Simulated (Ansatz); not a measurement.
# Nb4SiSb2 (I4/mcm): energies of magnetic orders, part 2 of 2

Which of a few magnetic orders of Nb4SiSb2 (I4/mcm) is lowest at one geometry?

Ansatz 0.2.0; DFT r²SCAN, scalar-relativistic, plane waves, PAW. Earlier steps stand in the parts before.

## 6. No spin polarisation

input.yaml reads:

```yaml
crystal:
  lattice:
    - [-5.2279328051, 5.2279328051, 2.4602038182]
    - [5.2279328051, -5.2279328051, 2.4602038182]
    - [5.2279328051, 5.2279328051, -2.4602038182]
  atoms:
    - { symbol: Nb, position: [0.9155917846, 0.795074552, 0.7106663366] }
    - { symbol: Nb, position: [0.795074552, 0.0844082154, 0.8794827674] }
    - { symbol: Nb, position: [0.4155917846, 0.704925448, 0.1205172326] }
    - { symbol: Nb, position: [0.5844082154, 0.295074552, 0.8794827674] }
    - { symbol: Nb, position: [0.704925448, 0.5844082154, 0.2893336634] }
    - { symbol: Nb, position: [0.295074552, 0.4155917846, 0.7106663366] }
    - { symbol: Nb, position: [0.204925448, 0.9155917846, 0.1205172326] }
    - { symbol: Nb, position: [0.0844082154, 0.204925448, 0.2893336634] }
    - { symbol: Si, position: [0.25, 0.25, 0.0] }
    - { symbol: Si, position: [0.75, 0.75, 0.0] }
    - { symbol: Sb, position: [0.6423863054, 0.8576136946, 0.5] }
    - { symbol: Sb, position: [0.1423863054, 0.6423863054, 0.7847726108] }
    - { symbol: Sb, position: [0.8576136946, 0.3576136946, 0.2152273892] }
    - { symbol: Sb, position: [0.3576136946, 0.1423863054, 0.5] }
basis:
  ecutwfc: 500
  ecutrho_ratio: 4
kpoints:
  mp_grid: { grid: [8, 8, 8] }
hamiltonian:
  xc: r2scan
scf:
  occupations: { method: gaussian, width: 0.05 }
output:
  forces: true
  stress: true
  eigenvalues: true
```

Command:

```bash
$ ansatz run input.yaml --threads 8 --pin off --max-ram 22528MiB --backend cpu --events-out ev --progress --plain --runs-dir out
```

The log of the run, shortened:

```text
Warning: RAYON_NUM_THREADS=8 ignored (pool sized by the plan → 8); use --threads N
[...]
Pseudopotentials: kind: paw
Pseudopotential: Nb, paw, valence charge 13, recommended cutoff 500 eV (meta_gga), Nb.paw.azcp
Pseudopotential: Si, paw, valence charge 4, recommended cutoff 500 eV (meta_gga), Si.paw.azcp
Pseudopotential: Sb, paw, valence charge 15, recommended cutoff 500 eV (meta_gga), Sb.paw.azcp
Functional definition: r2SCAN
[...]
Crystal: 14 atoms, lattice volume = 268.962 Å³
Basis set: ecut = 500 eV, 6785 PW (Γ), exchange–correlation on 240×240×240 points (64 copies of the dense FFT grid, shifted against one another)
Bands: 104, of which v1, the nominal top of the filled ones, is band 86 counted from 1 (85 counted from 0)
Symmetry: 16 space group operations
Space group: I4/mcm (ITA 140), of the structure as read, at distance tolerance 6.5e-5 Å
k-points: 59 of 512
[...]
SCF converged after 9 iterations
Free energy (F): -63791.063394 eV
[...]
E sigma→0 (E₀):  -63791.057134 eV
Entropy (-TS):   -0.012518 eV (-0.894 meV/atom)
Fermi energy:    15.795939 eV
[...]
--- Forces (eV/Å), atoms counted from 1 ---
  atom   1  Nb     0.00037933    -0.00275496    -0.00000000
  atom   2  Nb     0.00275496     0.00037933    -0.00000000
  atom   3  Nb    -0.00037933    -0.00275496     0.00000000
  atom   4  Nb     0.00037933     0.00275496    -0.00000000
  atom   5  Nb     0.00275496    -0.00037933    -0.00000000
  atom   6  Nb    -0.00275496     0.00037933     0.00000000
  atom   7  Nb    -0.00275496    -0.00037933    -0.00000000
  atom   8  Nb    -0.00037933     0.00275496     0.00000000
[...]
--- Stress (GPa, compression-positive) ---
       -0.150210       0.000000       0.000000
        0.000000      -0.150210      -0.000000
        0.000000      -0.000000      -0.138755
  P = ⅓ Tr σ = -0.1464 GPa (-1.464 kbar)
--- Band table (eV; the first three rows and the last of 59) ---
[...]
```

It took 51 s on 8 threads of Arm Neoverse N1, shared host; peak memory 3.4 GiB.

Result: volume 19.212 Å³/atom, pressure -0.15 GPa, metallic.

## 7. The orders side by side

Orders of one name are numbered as they were run above.

| order | above the lowest (meV/atom) | largest moment (μB) | pressure (GPa) | gap on the mesh (eV) | order kept |
| --- | --- | --- | --- | --- | --- |
| ferromagnetic | 0.0 | 0.00 | -0.1 | 0.00 | no |
| antiferromagnetic, in the cell as typed (1) | 0.0 | 0.00 | -0.1 | 0.00 | no |
| antiferromagnetic, in the cell as typed (2) | 0.0 | 0.00 | -0.1 | 0.00 | no |
| antiferromagnetic, in the cell as typed (3) | 0.0 | 0.00 | -0.1 | 0.00 | no |
| antiferromagnetic, in the cell as typed (4) | 0.0 | 0.00 | -0.1 | 0.00 | no |
| no spin polarisation | 0.0 | 0.00 | -0.1 | 0.00 | yes |

The first row is the run of the earlier session that started with parallel moments (-4556.5041 eV/atom).

The work goes on in this order: no spin polarisation, the lowest.

## 8. Seeking zero pressure in the chosen order

Changes to input.yaml since step 6:

```diff
@@ -33 +33,5 @@
   eigenvalues: true
+relax:
+  f_tol: 0.01
+  max_steps: 30
+  cell: { stress_tol: 0.05 }
```

Command:

```bash
$ ansatz run input.yaml --threads 8 --pin off --max-ram 22528MiB --backend cpu --events-out ev --progress --plain --runs-dir out
```

The log of the run, shortened:

```text
Warning: RAYON_NUM_THREADS=8 ignored (pool sized by the plan → 8); use --threads N
[...]
Pseudopotentials: kind: paw
Pseudopotential: Nb, paw, valence charge 13, recommended cutoff 500 eV (meta_gga), Nb.paw.azcp
Pseudopotential: Si, paw, valence charge 4, recommended cutoff 500 eV (meta_gga), Si.paw.azcp
Pseudopotential: Sb, paw, valence charge 15, recommended cutoff 500 eV (meta_gga), Sb.paw.azcp
Functional definition: r2SCAN
[...]
Crystal: 14 atoms, lattice volume = 268.962 Å³
Basis set: ecut = 500 eV, 6785 PW (Γ), exchange–correlation on 240×240×240 points (64 copies of the dense FFT grid, shifted against one another)
Bands: 104, of which v1, the nominal top of the filled ones, is band 86 counted from 1 (85 counted from 0)
Symmetry: 16 space group operations
Space group: I4/mcm (ITA 140), of the structure as read, at distance tolerance 6.5e-5 Å
k-points: 59 of 512
[...]
    - { symbol: Nb, position: [0.4155248431806349, 0.7049707601886913, 0.12049560336932622] }
    - { symbol: Nb, position: [0.5844751568193651, 0.29502923981130863, 0.8795043966306737] }
    - { symbol: Nb, position: [0.7049707601886913, 0.5844751568193651, 0.28944591700805644] }
    - { symbol: Nb, position: [0.2950292398113087, 0.41552484318063493, 0.7105540829919437] }
    - { symbol: Nb, position: [0.20497076018869143, 0.9155248431806351, 0.12049560336932624] }
    - { symbol: Nb, position: [0.08447515681936513, 0.20497076018869134, 0.28944591700805644] }
    - { symbol: Si, position: [0.25, 0.25, -4.4439943209395445e-21] }
    - { symbol: Si, position: [0.75, 0.75, -4.443994320939545e-21] }
    - { symbol: Sb, position: [0.6422846688985108, 0.8577153311014892, 0.5] }
    - { symbol: Sb, position: [0.14228466889851074, 0.6422846688985107, 0.7845693377970215] }
    - { symbol: Sb, position: [0.8577153311014892, 0.35771533110148923, 0.2154306622029785] }
    - { symbol: Sb, position: [0.3577153311014892, 0.14228466889851077, 0.49999999999999994] }
```

Run time: 3.6 min. Hardware: 8 threads of Arm Neoverse N1, shared host; peak memory 3.5 GiB.

Relaxation path:

| step | energy from step 1 (meV/atom) | largest force component (eV/Å) | pressure (GPa) | volume (Å³/atom) |
| --- | --- | --- | --- | --- |
| 1 | 0.0 | 0.003 | -0.15 | 19.212 |
| 2 | 0.0 | 0.021 | 0.34 | 19.135 |
| 3 | 0.0 | 0.001 | 0.00 | 19.190 |
| 4 | 0.0 | 0.001 | 0.00 | 19.190 |

Step 1 is the start. Step 2 was tried and not accepted. Step 4 repeats the geometry before it on a plane-wave basis chosen anew for the final cell, which leaves the energy as it was.

Read off: volume 19.190 Å³/atom, pressure 0.00 GPa, metallic.

## 9. Results

What follows sums up all 2 parts.

| quantity | value |
| --- | --- |
| orders tried | 6 |
| lowest | no spin polarisation |
| largest moment there | 0.00 μB |
| volume in the chosen order | 19.19 Å³/atom at 0.00 GPa |

What this shows: Of the orders that kept their pattern, the lowest is: no spin polarisation. Where the order wasn't kept, moments died or turned during the run, so that row belongs to another state than the one started. Only these orders were tried, at zero temperature; the one found in experiment may not be among them. A run loses the moments it was seeded with; other starts can end magnetic. Spin–orbit coupling is left out, though the cell holds Sb; it can open a gap where p bands cross.
